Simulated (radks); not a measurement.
# Hf⁺ in [Xe] 4f14 5d1 6s2: an all-electron calculation

Aim: the levels, the sizes of the orbitals and the parts of the energy of the hafnium ion Hf+.

The numbers are computed with radks (a radial shooting solver on a logarithmic mesh, Libxc functionals) version 1 (scalar-relativistic Kohn-Sham, r2SCAN, spin-polarised, spherical densities, finite nucleus; open shells are filled with parallel spins first), except any that are marked as measured or tabulated.

## (1) The system

| Property | Result |
| --- | --- |
| element | hafnium (Z = 72) |
| charge | +1 |
| electrons | 71 |
| configuration | [Xe] 4f14 5d1 6s2 |
| nuclear rms radius | 5.347 fm |

The outer shells:

Hf⁺
```
[Xe] core
4f [↑↓][↑↓][↑↓][↑↓][↑↓][↑↓][↑↓]
5d [↑ ][  ][  ][  ][  ]
6s [↑↓]
```

## (2) The calculation

Settings of this run:

```text
Z 72
configuration [Xe] 4f14 5d1 6s2
relativity scalar-relativistic
functional r2scan,r2scan
spin polarised
nucleus finite rms 5.347 fm
c 137.035999084
```

Q: Predict the outcome of this run.

**Answer**, as computed:

```
                        quantity                     value
                    total energy       -15077.5202 hartree
exchange-correlation share of it                    2.04 %
                            −T/E                    1.0954
          highest occupied level         5d up, -10.995 eV
    most extended occupied level  6s down, <r> = 3.18 bohr
 radius at density 0.001 e/bohr³                 4.60 bohr
    maxima of the radial density                         4
         ionisation energy, NIST         14.61 (theory) eV
```

The radial density shows 4 maxima for 6 occupied principal shells; where shells overlap, one shows as a shoulder or not at all. −T/E is 1.095: with relativity the kinetic term as defined here no longer equals −E. Minus the highest eigenvalue, 10.995 eV, is 75 % of the tabulated ionisation energy (14.61 eV); the potential of a semilocal functional falls off too fast, so its top eigenvalue is too shallow. Open shells are spherical and high-spin; term and fine-structure splittings are not resolved. Spin-orbit splitting is averaged out at the scalar-relativistic level.
